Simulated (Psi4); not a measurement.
**CoF3 (SMILES [F][Co]([F])[F]): UHF/STO-3G**

What is the energy change on altering one bond length of CoF3 at UHF/STO-3G? 

Program for the calculation: Psi4 1.11.

7 further runs of the same task are left out: 6 that didn't finish, 1 set aside as unsound or not needed.

## 1. The structure to begin with

CoF3 has 4 atoms, charge 0, and is taken as a quintet. As SMILES, `[F][Co]([F])[F]`. The shape comes from GFN2-xTB, which is rough for such elements, and wasn't checked as a minimum.

Bond lengths: Co1–F2 1.729 Å, Co1–F3 1.729 Å, Co1–F4 1.729 Å. Angles: F2–Co1–F3 120.0°, F2–Co1–F4 120.1°, F3–Co1–F4 119.9°.

## 2. The energy at UHF/STO-3G

Input file cof3.json:

```json
{
 "schema_name": "qcschema_input",
 "schema_version": 1,
 "molecule": {
  "schema_name": "qcschema_molecule",
  "schema_version": 2,
  "symbols": ["Co", "F", "F", "F"],
  "geometry": [0.0007181, -0.00100155, -0.00013228, 3.26697742, -0.05075804, 0.02473651, -1.58795576, 2.85412896, -0.03248439, -1.67973976, -2.80236936, 0.00788016],
  "molecular_charge": 0,
  "molecular_multiplicity": 5,
  "fix_symmetry": "c1"
 },
 "driver": "energy",
 "model": {
  "method": "hf",
  "basis": "STO-3G"
 },
 "keywords": {
  "reference": "uhf",
  "puream": true,
  "e_convergence": 1e-09,
  "d_convergence": 1e-08,
  "scf_type": "pk",
  "maxiter": 200
 }
}
```

Command:

```
$ psi4 --qcschema cof3.json -n 1 --memory 1600MB
```

stdout, cut to the lines that bear on the results:

```text
[...]
                   'protocols': {'error_correction': {'default_policy': True, 'policies': None},
                                 'native_files': 'none',
[...]
  Running in c1 symmetry.
[...]
  Nuclear repulsion =  266.083738964674126
[...]
  Multiplicity = 5
[...]
  Nalpha       = 29
  Nbeta        = 25
[...]
    Number of basis functions: 33
[...]
   @UHF iter   1: -1655.92713404345454    1.84761e+00   6.50407e-02 ADIIS/DIIS
[...]
   @UHF iter  20: -1660.58042630383216   -2.50111e-12   9.16082e-09 DIIS
[...]
   @S^2 Observed:                6.016815855E+00
[...]
    Orbital Energies [Eh]
    ---------------------
    Alpha Occupied:
       1A   -280.552608     2A    -34.657129     3A    -30.430122
       4A    -30.430072     5A    -30.400734     6A    -25.800158
       7A    -25.800103     8A    -25.799940     9A     -4.882833
      10A     -3.462982    11A     -3.462862    12A     -3.382494
      13A     -1.419688    14A     -1.410639    15A     -1.410513
      16A     -0.762680    17A     -0.762676    18A     -0.727795
      19A     -0.727761    20A     -0.655519    21A     -0.479525
      22A     -0.471573    23A     -0.470728    24A     -0.470657
      25A     -0.414511    26A     -0.394228    27A     -0.394138
      28A     -0.371426    29A     -0.371357
    Alpha Virtual:
[...]
  @UHF Final Energy: -1660.58042630383216
   => Energetics <=
    Nuclear Repulsion Energy =            266.0837389646741258
    One-Electron Energy =               -2837.2840081009244386
    Two-Electron Energy =                 910.6198428324181577
    Total Energy =                      -1660.5804263038321551
  UHF NO Occupations:
  HONO-2 :   27  A 1.0000000
  HONO-1 :   28  A 1.0000000
[...]
 Multipole Moments:
 ------------------------------------------------------------------------------------
     Multipole            Electronic (a.u.)      Nuclear  (a.u.)        Total (a.u.)
 ------------------------------------------------------------------------------------
 L = 1.  Multiply by 2.5417464519 to convert [e a0] to [Debye]
 Dipole X            :          0.0016774           -0.0004322            0.0012453
 Dipole Y            :         -0.0023332            0.0006027           -0.0017305
 Dipole Z            :         -0.0002480            0.0000796           -0.0001684
 Magnitude           :                                                    0.0021386
[...]
```

The result, in JSON:

```text
{
 "driver": "energy",
 "model": {
  "method": "hf",
  "basis": "STO-3G"
 },
 "success": true,
 "return_result": -1660.5804263038322,
 "properties": {
  "calcinfo_nbasis": 33,
  "calcinfo_nmo": 33,
  "calcinfo_nalpha": 29,
  "calcinfo_nbeta": 25,
  "calcinfo_natom": 4,
  "nuclear_repulsion_energy": 266.0837389646741,
  "return_energy": -1660.5804263038322,
  "scf_one_electron_energy": -2837.2840081009244,
  "scf_two_electron_energy": 910.6198428324182,
  "scf_dipole_moment": [0.001245270678025448, -0.0017304997220687068, -0.00016837151331804264],
  "scf_total_energy": -1660.5804263038322,
  "scf_iterations": 20
 }
}
```

Run time: 1.3 s. Hardware: 1 thread of Intel Xeon 6975P-C (Granite Rapids), shared host; peak memory 0.2 GiB.

## 3. The distorted shape: energy and gradient at UHF/STO-3G

Input file input.json:

```json
{
 "schema_name": "qcschema_input",
 "schema_version": 1,
 "molecule": {
  "schema_name": "qcschema_molecule",
  "schema_version": 2,
  "symbols": ["Co", "F", "F", "F"],
  "geometry": [0.4772938, -0.85749535, 0.00957335, 3.74355312, -0.90725184, 0.03444215, -1.58795576, 2.85412896, -0.03248439, -1.20316406, -3.65886316, 0.01758579],
  "molecular_charge": 0,
  "molecular_multiplicity": 5,
  "fix_symmetry": "c1",
  "fix_com": true,
  "fix_orientation": true
 },
 "driver": "gradient",
 "model": {
  "method": "hf",
  "basis": "STO-3G"
 },
 "keywords": {
  "reference": "uhf",
  "puream": true,
  "e_convergence": 1e-09,
  "d_convergence": 1e-08,
  "scf_type": "pk",
  "maxiter": 200
 }
}
```

Command:

```
$ psi4 --qcschema input.json -n 1 --memory 1600MB
```

stdout, cut to the lines that bear on the results:

```text
[...]
                   'protocols': {'error_correction': {'default_policy': True, 'policies': None},
                                 'native_files': 'none',
[...]
  Running in c1 symmetry.
[...]
  Nuclear repulsion =  245.116940381774555
[...]
  Multiplicity = 5
[...]
  Nalpha       = 29
  Nbeta        = 25
[...]
    Number of basis functions: 33
[...]
   @UHF iter   1: -1654.31483642730586    3.13057e+00   5.84199e-02 ADIIS/DIIS
[...]
   @UHF iter  29: -1660.52269199745797    8.64020e-12   7.35082e-09 DIIS
[...]
   @S^2 Observed:                6.013782256E+00
[...]
  @UHF Final Energy: -1660.52269199745797
   => Energetics <=
    Nuclear Repulsion Energy =            245.1169403817745547
    One-Electron Energy =               -2795.3686978225036910
    Two-Electron Energy =                 889.7290654432714518
    Total Energy =                      -1660.5226919974579687
  UHF NO Occupations:
  HONO-2 :   27  A 1.0000000
  HONO-1 :   28  A 1.0000000
[...]
 Multipole Moments:
 ------------------------------------------------------------------------------------
     Multipole            Electronic (a.u.)      Nuclear  (a.u.)        Total (a.u.)
 ------------------------------------------------------------------------------------
 L = 1.  Multiply by 2.5417464519 to convert [e a0] to [Debye]
 Dipole X            :        -21.3578076           21.4588323            0.1010247
 Dipole Y            :         38.3791272          -38.5602488           -0.1811216
 Dipole Z            :         -0.4324990            0.4343724            0.0018734
 Magnitude           :                                                    0.2073994
[...]
  -Total Gradient:
     Atom            X                  Y                   Z
    ------   -----------------  -----------------  -----------------
       1        0.037725742835    -0.067780163974     0.000760802010
       2        0.009899197708     0.003079943165     0.000054001613
       3       -0.039781519465     0.071488399173    -0.000808337080
       4       -0.007843421069    -0.006788178311    -0.000006466543
[...]
```

The result, in JSON:

```text
{
 "driver": "gradient",
 "model": {
  "method": "hf",
  "basis": "STO-3G"
 },
 "success": true,
 "return_result": [0.03772574283472309, -0.06778016397364384, 0.0007608020101944835, 0.0098991977079331, 0.003079943165030094, 5.400161298587888e-05, -0.039781519464939394, 0.07148839917335187, -0.0008083370804422786, -0.007843421068877907, -0.006788178311210896, -6.466542777904167e-06],
 "properties": {
  "calcinfo_nbasis": 33,
  "calcinfo_nmo": 33,
  "calcinfo_nalpha": 29,
  "calcinfo_nbeta": 25,
  "calcinfo_natom": 4,
  "nuclear_repulsion_energy": 245.11694038177455,
  "return_energy": -1660.522691997458,
  "return_gradient": [0.03772574283472309, -0.06778016397364384, 0.0007608020101944835, 0.0098991977079331, 0.003079943165030094, 5.400161298587888e-05, -0.039781519464939394, 0.07148839917335187, -0.0008083370804422786, -0.007843421068877907, -0.006788178311210896, -6.466542777904167e-06],
  "scf_one_electron_energy": -2795.3686978225037,
  "scf_two_electron_energy": 889.7290654432715,
  "scf_dipole_moment": [0.1010246852753589, -0.18112156870060403, 0.0018734371388181015],
  "scf_total_energy": -1660.522691997458,
  "scf_total_gradient": [0.03772574283472309, -0.06778016397364384, 0.0007608020101944835, 0.0098991977079331, 0.003079943165030094, 5.400161298587888e-05, -0.039781519464939394, 0.07148839917335187, -0.0008083370804422786, -0.007843421068877907, -0.006788178311210896, -6.466542777904167e-06],
  "scf_iterations": 29
 }
}
```

Wall time 1.4 s (1 thread of Intel Xeon 6975P-C (Granite Rapids), shared host); peak memory 0.19 GiB.

## 4. Outcome

At UHF/STO-3G:

```
                                                          quantity           value
                                         first shape: total energy  -1660.58043 Eh
                                        first shape: dipole moment          0.01 D
                   first shape: HOMO energy (highest over α and β)       -10.11 eV
                    first shape: LUMO energy (lowest over α and β)         5.25 eV
                                                 first shape: ⟨S²⟩           6.017
                                     distorted shape: total energy  -1660.52269 Eh
                                    distorted shape: dipole moment          0.53 D
               distorted shape: HOMO energy (highest over α and β)        -8.78 eV
                distorted shape: LUMO energy (lowest over α and β)         4.45 eV
                                             distorted shape: ⟨S²⟩           6.014
                         distorted shape: largest force on an atom      4.207 eV/Å
energy change with the Co1–F3 bond stretched from 1.729 to 2.248 Å        1.571 eV
```

With the Co1–F3 bond stretched from 1.729 to 2.248 Å the energy rises by 1.57 eV (36 kcal/mol). The first shape isn't relaxed at this level, so the change isn't measured from a minimum. The minimal basis adds a large error of its own.
